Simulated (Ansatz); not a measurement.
# ClFGaHO: up Jacob's ladder to CCSD(T)

An exercise on one series of results from a longer session: the logs are not shown, and one member is left open.

The runs use Ansatz 0.2.0, Gaussian basis; functionals in def2-TZVPP, the program's frozen cores in correlated methods.

Levels to be run: LDA (SPW92), PBE-D4, revPBE-D4, BLYP-D4, r2SCAN-D4, B97M-V, PBE0-D4, B3LYP-D4, r2SCANh-D4, r2SCAN0-D4, HSE06-D4, BHLYP-D4, CAM-B3LYP-D4, LC-ωPBE, ωB97X-V, ωB97M-V, B2PLYP, PBE-QIDH; CCSD(T)/def2-SVP; CCSD(T)/def2-TZVPP; MP2/def2-QZVPP; extrapolation to the limit; RPA on PBE.

### The geometry

All runs share one geometry, relaxed beforehand with PBE0-D4 in a triple-zeta def2 set.

SMILES `[OH][Ga]([F])[Cl]`, 5 atoms, charge 0, spin multiplicity 1.

Atoms are counted from 1 here; the program's logs count them from 0.

Bond lengths: O1–Ga2 1.761 Å, O1–H5 0.961 Å, Ga2–F3 1.733 Å, Ga2–Cl4 2.115 Å. Angles: Ga2–O1–H5 113.2°, O1–Ga2–F3 117.4°, O1–Ga2–Cl4 124.1°, F3–Ga2–Cl4 118.5°.

Coordinates:

```xyz
5

O    -0.4114   -1.2129    0.5674
Ga    0.0247    0.1940   -0.3972
F    -0.3418    0.1437   -2.0898
Cl    0.9603    1.9231    0.3823
H    -0.1820   -1.1214    1.4958
```

Set-up of the first run:

The input, in.yaml:

```yaml
crystal:
  periodic: [false, false, false]
  atoms:
    - {symbol: O, position_ang: [-0.411413, -1.212907, 0.567401]}
    - {symbol: Ga, position_ang: [0.024731, 0.193997, -0.397177]}
    - {symbol: F, position_ang: [-0.341784, 0.143651, -2.089773]}
    - {symbol: Cl, position_ang: [0.960318, 1.923072, 0.382341]}
    - {symbol: H, position_ang: [-0.181951, -1.121412, 1.495807]}
basis:
  gaussian: {orbitals: def2-TZVPP}
hamiltonian: {xc: lda}
output: {orbitals: {seedname: orbitals}}
```

Steps of the session up to this table: LDA; PBE-D4 (GGA); revPBE-D4 (GGA); BLYP-D4 (GGA); r2SCAN-D4 (meta-GGA); B97M-V (meta-GGA); PBE0-D4 (hybrid); B3LYP-D4 (hybrid); r2SCANh-D4 (hybrid); r2SCAN0-D4 (hybrid); HSE06-D4 (hybrid); BHLYP-D4 (hybrid); CAM-B3LYP-D4 (range-separated); LC-ωPBE-D4 (range-separated; the results give it without D4); ωB97X-V (range-separated); ωB97M-V (range-separated); B2PLYP (double hybrid); PBE-QIDH (double hybrid).

One of the session's tables, all rows but one given; the rest of the session is left out.

It belongs to the step «Orbital energies across the functionals». 

```
  functional  HOMO (eV)  LUMO (eV)  gap (eV)
 LDA (SPW92)          ?          ?         ?
      PBE-D4      -8.05      -2.62      5.43
   revPBE-D4      -7.97      -2.47      5.50
     BLYP-D4      -7.94      -2.63      5.31
   r2SCAN-D4      -8.45      -2.30      6.15
      B97M-V      -8.49      -2.45      6.05
     PBE0-D4      -9.65      -1.65      8.01
    B3LYP-D4      -9.37      -2.03      7.34
  r2SCANh-D4      -9.06      -1.95      7.10
  r2SCAN0-D4      -9.91      -1.45      8.46
    HSE06-D4      -9.24      -2.02      7.23
    BHLYP-D4     -11.01      -0.79     10.22
CAM-B3LYP-D4     -11.07      -0.73     10.34
     LC-ωPBE     -12.50       0.68     13.19
     ωB97X-V     -12.11       0.49     12.59
     ωB97M-V     -11.96       0.27     12.22
```

Q: Estimate the row for LDA (SPW92) from the others.

As computed: HOMO (eV): -8.28; LUMO (eV): -2.95; gap (eV): 5.33. In the column «HOMO (eV)» it lies between r2SCAN-D4 (-8.45) and PBE-D4 (-8.05).
